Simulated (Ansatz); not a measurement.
**CH6BGa: small, medium and large basis sets**

An exercise on one series of results from a longer session: the logs are not shown, and one member is left open.

Program: Ansatz 0.2.0, Gaussian basis. Level of theory: one geometry, several basis sets. These are calculated values, not measurements.

The runs, in order: PBE0-D4/def2-SVP; ωB97M-V/def2-SVP; PBE0-D4/def2-QZVPP; ωB97M-V/def2-QZVPP; the functionals' def2-TZVPP values are taken from earlier runs.

**Structure used throughout**

The geometry comes from an earlier relaxation with PBE0-D4 in a triple-zeta def2 set; it is a stationary point, not always the lowest conformer.

SMILES `B[CH2][GaH2]`, 9 atoms, charge 0, spin multiplicity 1.

Atoms are counted from 1 here; the program's logs count them from 0.

Bond lengths: B1–C2 1.513 Å, B1–H4 1.200 Å, B1–H5 1.200 Å, C2–Ga3 2.011 Å, C2–H6 1.095 Å, C2–H7 1.090 Å, Ga3–H8 1.567 Å, Ga3–H9 1.567 Å. Angles: C2–B1–H4 120.6°, C2–B1–H5 120.8°, H4–B1–H5 118.3°, B1–C2–Ga3 101.7°, B1–C2–H6 116.1°, B1–C2–H7 117.9°, Ga3–C2–H6 100.6°, Ga3–C2–H7 104.3°, H6–C2–H7 113.0°, C2–Ga3–H8 119.2°, C2–Ga3–H9 118.2°, H8–Ga3–H9 122.4°.

The first run:

in.yaml reads:

```yaml
crystal:
  periodic: [false, false, false]
  atoms:
    - {symbol: B, position_ang: [-0.663210, 0.688627, -0.993499]}
    - {symbol: C, position_ang: [0.672341, 0.288556, -0.406274]}
    - {symbol: Ga, position_ang: [0.107034, -0.816929, 1.175625]}
    - {symbol: H, position_ang: [-1.250440, -0.048923, -1.735949]}
    - {symbol: H, position_ang: [-1.202973, 1.706788, -0.657291]}
    - {symbol: H, position_ang: [1.245320, -0.451493, -0.974354]}
    - {symbol: H, position_ang: [1.296590, 1.072989, 0.022795]}
    - {symbol: H, position_ang: [-0.395296, -2.282776, 0.944199]}
    - {symbol: H, position_ang: [0.279133, -0.203239, 2.607649]}
basis:
  gaussian: {orbitals: def2-SVP}
hamiltonian: {xc: pbe0, dispersion: d4}
output: {orbitals: {seedname: orbitals}}
```

The run is started by

```console
ansatz run in.yaml --threads 2 --pin off --events-out ev --progress --plain --max-ram 4352MiB
```

Among the steps run: PBE0-D4 in def2-SVP; ωB97M-V in def2-SVP; PBE0-D4 in def2-QZVPP; ωB97M-V in def2-QZVPP.

One table of the session follows, with a row left open; its other results are not shown here.

It belongs to the step «Density functionals: the series». 

```
functional       basis  HOMO (eV)  LUMO (eV)
   PBE0-D4    def2-SVP          ?          ?
   PBE0-D4  def2-TZVPP      -8.22      -2.14
   PBE0-D4  def2-QZVPP      -8.21      -2.16
   ωB97M-V    def2-SVP     -10.35      -0.31
   ωB97M-V  def2-TZVPP     -10.37      -0.38
   ωB97M-V  def2-QZVPP     -10.37      -0.46
```

**Question.** Estimate the row for PBE0-D4, def2-SVP.

**Answer.** HOMO (eV): -8.22; LUMO (eV): -2.12.
